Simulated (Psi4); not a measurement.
# PbSe (SMILES [Se][Pb]): CCSD/def2-SVPD (core potential, sweep point 5)

Aim: a single-point energy of PbSe. The job is set up through a Python script.

The results are computed with Psi4 1.11.

5 further runs of the same task are left out: 5 set aside as unsound or not needed.

## (1) The molecule

PbSe: 2 atoms, total charge 0, spin state singlet. SMILES: `[Se][Pb]`. Geometry: a GFN2-xTB relaxation, a rough one for these elements and not checked as a minimum.

Bond lengths: Se1–Pb2 2.392 Å.

## (2) A single-point energy at CCSD/def2-SVPD (core potential, sweep point 5)

File job.py:

```python
import psi4

psi4.set_memory('1600 MB')
psi4.set_num_threads(1)
psi4.set_output_file('psi4.out', False)

mol = psi4.geometry("""
0 1
Se     0.000000     0.000000     0.000000
Pb     0.000000     0.000000     2.392190
symmetry c1
""")

psi4.set_options({
    'basis': 'def2-SVPD',
    'scf_type': 'pk',
    'num_frozen_docc': 13,
    'guess': 'modhuckel',
})

result = psi4.energy("ccsd")
print(f'total energy {result:.8f} hartree = {result * 27.211386:.5f} eV')
```

Launch:

```sh
$ python job.py
```

psi4.out:

```text
Psi4 1.11 release

   => Loading Basis Set <=

    Name: DEF2-SVPD
    Role: ORBITAL
    Keyword: BASIS

    !!!  WARNING: ECP capability is in beta. Please check occupations closely.  !!!

         ---------------------------------------------------------
                                   SCF
                              RHF Reference
                        1 Threads,   1525 MiB Core
         ---------------------------------------------------------

  ==> Geometry <==

    Molecular point group: c1
    Full point group: C_inf_v

    Geometry (in Angstrom), charge = 0, multiplicity = 1:

       Center              X                  Y                   Z               Mass
    ------------   -----------------  -----------------  -----------------  -----------------
         SE           0.000000000000     0.000000000000    -1.728139854492    79.916521800000
         PB           0.000000000000     0.000000000000     0.664050145508   207.976652500000

  Running in c1 symmetry.

  Rotational constants: A = ************  B =      0.05103  C =      0.05103 [cm^-1]
  Rotational constants: A = ************  B =   1529.69930  C =   1529.69930 [MHz]
  Nuclear repulsion =  165.465349149172994

  Charge       = 0
  Multiplicity = 1
  Electrons    = 56
  Nalpha       = 28
  Nbeta        = 28

  ==> Algorithm <==

  SCF Algorithm Type is PK.
  DIIS enabled.
  MOM disabled.
  Fractional occupation disabled.
  Guess Type is MODHUCKEL.
  Energy threshold   = 1.00e-08
  Density threshold  = 1.00e-08
  Integral threshold = 1.00e-12

  ==> Primary Basis <==

  Basis Set: DEF2-SVPD
    Blend: DEF2-SVPD
    Number of shells: 27
    Number of basis functions: 73
    Number of Cartesian functions: 80
    Spherical Harmonics?: true
    Max angular momentum: 2

  Core potential: DEF2-SVPD
    Number of shells: 4
    Number of ECP primitives: 18
    Number of ECP core electrons: 60
    Max angular momentum: 3

  ==> Integral Setup <==

  Using in-core PK algorithm.
   Calculation information:
      Number of atoms:                   2
      Number of AO shells:              27
      Number of primitives:             58
      Number of atomic orbitals:        80
      Number of basis functions:        73

      Integral cutoff                 1.00e-12
      Number of threads:                 1

  Performing in-core PK
  Using 7298102 doubles for integral storage.
  We computed 69230 shell quartets total.
  Whereas there are 71631 unique shell quartets.

  ==> DiskJK: Disk-Based J/K Matrices <==

    J tasked:                  Yes
    K tasked:                  Yes
    wK tasked:                  No
    Memory [MiB]:             1144
    Schwarz Cutoff:          1E-12

  Minimum eigenvalue in the overlap matrix is 3.7012966160E-03.
  Reciprocal condition number of the overlap matrix is 8.0453659326E-04.
    Using symmetric orthogonalization.

  ==> Pre-Iterations <==

   -------------------------------------------------------
    Irrep   Nso     Nmo     Nalpha   Nbeta   Ndocc  Nsocc
   -------------------------------------------------------
     A         73      73      28      28      28       0
   -------------------------------------------------------
    Total      73      73      28      28      28       0
   -------------------------------------------------------

  ==> Iterations <==

                        Total Energy        Delta E     RMS |[F,P]|

   @RHF iter   1: -2591.19663296073395   -2.59120e+03   3.18598e-02 DIIS/ADIIS
   @RHF iter   2: -2591.42172466118973   -2.25092e-01   1.88858e-03 DIIS/ADIIS
   @RHF iter   3: -2591.42990598882989   -8.18133e-03   1.06675e-03 DIIS/ADIIS
   @RHF iter   4: -2591.43428686632024   -4.38088e-03   2.89852e-04 DIIS/ADIIS
   @RHF iter   5: -2591.43450799792208   -2.21132e-04   6.43534e-05 DIIS
   @RHF iter   6: -2591.43453800028510   -3.00024e-05   1.71952e-05 DIIS
   @RHF iter   7: -2591.43454455973597   -6.55945e-06   8.30555e-06 DIIS
   @RHF iter   8: -2591.43454658874771   -2.02901e-06   3.45012e-06 DIIS
   @RHF iter   9: -2591.43454697890502   -3.90157e-07   1.22067e-06 DIIS
   @RHF iter  10: -2591.43454702240570   -4.35007e-08   5.24844e-07 DIIS
   @RHF iter  11: -2591.43454703242742   -1.00217e-08   1.74462e-07 DIIS
   @RHF iter  12: -2591.43454703316775   -7.40329e-10   3.08773e-08 DIIS
   @RHF iter  13: -2591.43454703318048   -1.27329e-11   5.27427e-09 DIIS
  Energy and wave function converged.

  ==> Post-Iterations <==

    Orbital Energies [Eh]
    ---------------------

    Doubly Occupied:

       1A   -460.754130     2A    -60.581331     3A    -54.197428
       4A    -54.197183     5A    -54.197183     6A     -8.861328
       7A     -6.597079     8A     -6.593998     9A     -6.593998
      10A     -6.215943    11A     -3.901495    12A     -3.901495
      13A     -3.894222    14A     -2.584338    15A     -2.582912
      16A     -2.582912    17A     -2.580453    18A     -2.580453
      19A     -1.124762    20A     -1.122916    21A     -1.122916
      22A     -1.115874    23A     -1.115874    24A     -0.840944
      25A     -0.587185    26A     -0.338749    27A     -0.323072
      28A     -0.323072

    Virtual:

      29A      0.000110    30A      0.000110    31A      0.053536
      32A      0.080828    33A      0.103722    34A      0.110237
      35A      0.110237    36A      0.131597    37A      0.131597
      38A      0.173886    39A      0.173886    40A      0.189579
      41A      0.223523    42A      0.276392    43A      0.276392
      44A      0.323927    45A      0.325737    46A      0.325737
      47A      0.390279    48A      0.390279    49A      0.462276
      50A      0.522986    51A      0.560821    52A      0.560821
      53A      0.610699    54A      0.610699    55A      0.703764
      56A      0.739991    57A      0.887883    58A      0.887883
      59A      0.909045    60A      0.909045    61A      0.935874
      62A      0.935874    63A      1.001812    64A      1.231220
      65A      3.663632    66A      3.663632    67A      3.689213
      68A      3.689213    69A      3.805487    70A     20.486825
      71A     20.486825    72A     21.475365    73A     56.855867

    Final Occupation by Irrep:
              A
    DOCC [    28 ]
    NA   [    28 ]
    NB   [    28 ]

  @RHF Final Energy: -2591.43454703318048

   => Energetics <=

    Nuclear Repulsion Energy =            165.4653491491729937
    One-Electron Energy =               -4010.9733078692265735
    Two-Electron Energy =                1254.0734116868729870
    Total Energy =                      -2591.4345470331804790

Computation Completed

Properties will be evaluated at   0.000000,   0.000000,   0.000000 [a0]

Properties computed using the SCF density matrix

 Multipole Moments:

 ------------------------------------------------------------------------------------
     Multipole            Electronic (a.u.)      Nuclear  (a.u.)        Total (a.u.)
 ------------------------------------------------------------------------------------

 L = 1.  Multiply by 2.5417464519 to convert [e a0] to [Debye]
 Dipole X            :          0.0000000            0.0000000            0.0000000
 Dipole Y            :          0.0000000            0.0000000            0.0000000
 Dipole Z            :         85.3028571          -83.4269711            1.8758860
 Magnitude           :                                                    1.8758860

 ------------------------------------------------------------------------------------

	total time  =          1 seconds =       0.02 minutes
 MINTS: Wrapper to libmints.

   Calculation information:
      Number of threads:                 1
      Number of atoms:                   2
      Number of AO shells:              27
      Number of SO shells:              27
      Number of primitives:             58
      Number of atomic orbitals:        80
      Number of basis functions:        73

      Number of irreps:                  1
      Integral cutoff                 1.00e-12
      Number of functions per irrep: [  73 ]

 OEINTS: Overlap, kinetic, potential, dipole, and quadrupole integrals
         stored in file 35.

      Computing two-electron integrals...done
      Computed 763239 non-zero two-electron integrals.
        Stored in file 33.

	Wfn Parameters:
	--------------------
	Wavefunction         = CCSD
	Number of irreps     = 1
	Number of MOs        = 73
	Number of active MOs = 60
	AO-Basis             = NONE
	Semicanonical        = false
	Reference            = RHF
	Print Level          = 1

	IRREP	# MOs	# FZDC	# DOCC	# SOCC	# VIRT	# FZVR
	-----	-----	------	------	------	------	------
	 A	   73	    13	    15	    0	    45	    0
	Transforming integrals...
	IWL integrals will be deleted.
	(OO|OO)...
	Presorting SO-basis two-electron integrals.
	Sorting File: SO Ints (nn|nn) nbuckets = 1
	Constructing frozen core operators
	Starting first half-transformation.
	Sorting half-transformed integrals.
	First half integral transformation complete.
	Starting second half-transformation.
	Two-electron integral transformation complete.
	(OO|OV)...
	Starting second half-transformation.
	Two-electron integral transformation complete.
	(OO|VV)...
	Starting second half-transformation.
	Two-electron integral transformation complete.
	(OV|OO)...
	Starting first half-transformation.
	Sorting half-transformed integrals.
	First half integral transformation complete.
	Starting second half-transformation.
	Two-electron integral transformation complete.
	(OV|OV)...
	Starting second half-transformation.
	Two-electron integral transformation complete.
	(OV|VV)...
	Starting second half-transformation.
	Two-electron integral transformation complete.
	(VV|OO)...
	Starting first half-transformation.
	Sorting half-transformed integrals.
	First half integral transformation complete.
	Starting second half-transformation.
	Two-electron integral transformation complete.
	(VV|OV)...
	Starting second half-transformation.
	Two-electron integral transformation complete.
	(VV|VV)...
	Starting second half-transformation.
	Two-electron integral transformation complete.
	Frozen core energy     =  -2513.88707744669136

	Size of irrep 0 of <ab|cd> integrals:      4.101 (MW) /     32.805 (MB)
	Total:                                     4.101 (MW) /     32.805 (MB)

	Size of irrep 0 of <ia|bc> integrals:      1.367 (MW) /     10.935 (MB)
	Total:                                     1.367 (MW) /     10.935 (MB)

	Size of irrep 0 of tijab amplitudes:       0.456 (MW) /      3.645 (MB)
	Total:                                     0.456 (MW) /      3.645 (MB)

	Nuclear Rep. energy          =    165.46534914917299
	SCF energy                   =  -2591.43454703318048
	One-electron energy          =   -444.17277502368114
	Two-electron energy          =    201.15995628802449
	Reference energy             =  -2591.43454703317502

	total time  =          0 seconds =       0.00 minutes
            **************************
            *                        *
            *        CCENERGY        *
            *                        *
            **************************

    Nuclear Rep. energy (wfn)     =  165.465349149172994
    SCF energy          (wfn)     = -2591.434547033180479
    Reference energy    (file100) = -2591.434547033175022

    Input parameters:
    -----------------
    Wave function   =     CCSD
    Reference wfn   =     RHF
    Brueckner       =     No
    Memory (Mbytes) =     1600.0
    Maxiter         =     50
    R_Convergence   =     1.0e-07
    E_Convergence   =     1.0e-06
    Restart         =     Yes
    DIIS            =     Yes
    AO Basis        =     NONE
    ABCD            =     NEW
    Cache Level     =     2
    Cache Type      =     LOW
    Print Level     =     1
    Num. of threads =     1
    # Amps to Print =     10
    Print MP2 Amps? =     No
    Analyze T2 Amps =     No
    Print Pair Ener =     No
    Local CC        =     No
    SCS-MP2         =     False
    SCSN-MP2        =     False
    SCS-CCSD        =     False

MP2 correlation energy -0.3303419099838261
                Solving CC Amplitude Equations
                ------------------------------
  Iter             Energy              RMS        T1Diag      D1Diag    New D1Diag    D2Diag
  ----     ---------------------    ---------   ----------  ----------  ----------   --------
     0        -0.330341909983826    0.000e+00    0.000000    0.000000    0.000000    0.159969
     1        -0.320664311421894    9.408e-02    0.013977    0.049828    0.049828    0.157247
     2        -0.330632219398485    4.107e-02    0.013072    0.045598    0.045598    0.169318
     3        -0.334618904512126    2.169e-02    0.017273    0.061840    0.061840    0.176041
     4        -0.333868174796335    7.030e-03    0.018819    0.067678    0.067678    0.178349
     5        -0.334083802833133    3.104e-03    0.019689    0.071163    0.071163    0.179622
     6        -0.334088261899387    7.606e-04    0.019849    0.071802    0.071802    0.179734
     7        -0.334073594693641    2.462e-04    0.019864    0.071865    0.071865    0.179710
     8        -0.334074953817343    7.989e-05    0.019872    0.071898    0.071898    0.179710
     9        -0.334075114084711    2.083e-05    0.019874    0.071905    0.071905    0.179711
    10        -0.334074264597724    5.872e-06    0.019874    0.071905    0.071905    0.179710
    11        -0.334074438336863    2.132e-06    0.019873    0.071904    0.071904    0.179710
    12        -0.334074355781225    9.274e-07    0.019873    0.071905    0.071905    0.179710
    13        -0.334074346119910    2.473e-07    0.019873    0.071905    0.071905    0.179710
    14        -0.334074354818938    6.422e-08    0.019873    0.071905    0.071905    0.179710

    Iterations converged.

    Largest TIA Amplitudes:
             13   0         0.0692811514
             14   1        -0.0692811483
             11   3         0.0156024932
             11  12         0.0136817305
             14  16        -0.0114898692
             13  17         0.0114898688
             14  31         0.0101810298
             13  30         0.0101810295
             12  12        -0.0095142730
             12  27        -0.0082842930

    Largest TIjAb Amplitudes:
     13  13   0   0        -0.0785053842
     14  14   1   1        -0.0785053826
     13  14   0   1         0.0499138137
     14  13   1   0         0.0499138137
     11  11   0   0        -0.0379934924
     11  11   1   1        -0.0379934919
     12  12   0   0        -0.0338327781
     12  12   1   1        -0.0338327778
     14  14   1  10        -0.0326820421
     14  14  10   1        -0.0326820421

    SCF energy       (wfn)                    = -2591.434547033180479
    Reference energy (file100)                = -2591.434547033175022

    Opposite-spin MP2 correlation energy      =   -0.225565578710320
    Same-spin MP2 correlation energy          =   -0.104776331273506
    Singles MP2 correlation energy            =   -0.000000000000000
    MP2 correlation energy                    =   -0.330341909983826
      * MP2 total energy                      = -2591.764888943158894

    Opposite-spin CCSD correlation energy     =   -0.239452272103978
    Same-spin CCSD correlation energy         =   -0.094622082714964
    Singles CCSD correlation energy           =    0.000000000000000
    CCSD correlation energy                   =   -0.334074354818938
      * CCSD total energy                     = -2591.768621387993790
```

Standard output:

```text
total energy -2591.76862139 hartree = -70525.61638 eV
```

Run time: 6.9 s. Hardware: 1 thread of AMD EPYC 9R45 (Zen 5), shared host; peak memory 0.36 GiB.

## (3) What came out

At CCSD/def2-SVPD (core potential, sweep point 5), 13 core orbitals frozen:

```
                                    quantity           value
                                total energy  -2591.76862 Eh
         HOMO energy (Hartree–Fock orbitals)        -8.79 eV
         LUMO energy (Hartree–Fock orbitals)         0.00 eV
       HOMO–LUMO gap (Hartree–Fock orbitals)         8.79 eV
correlation energy (13 core orbitals frozen)      -334.1 mEh
                               T1 diagnostic           0.020
```
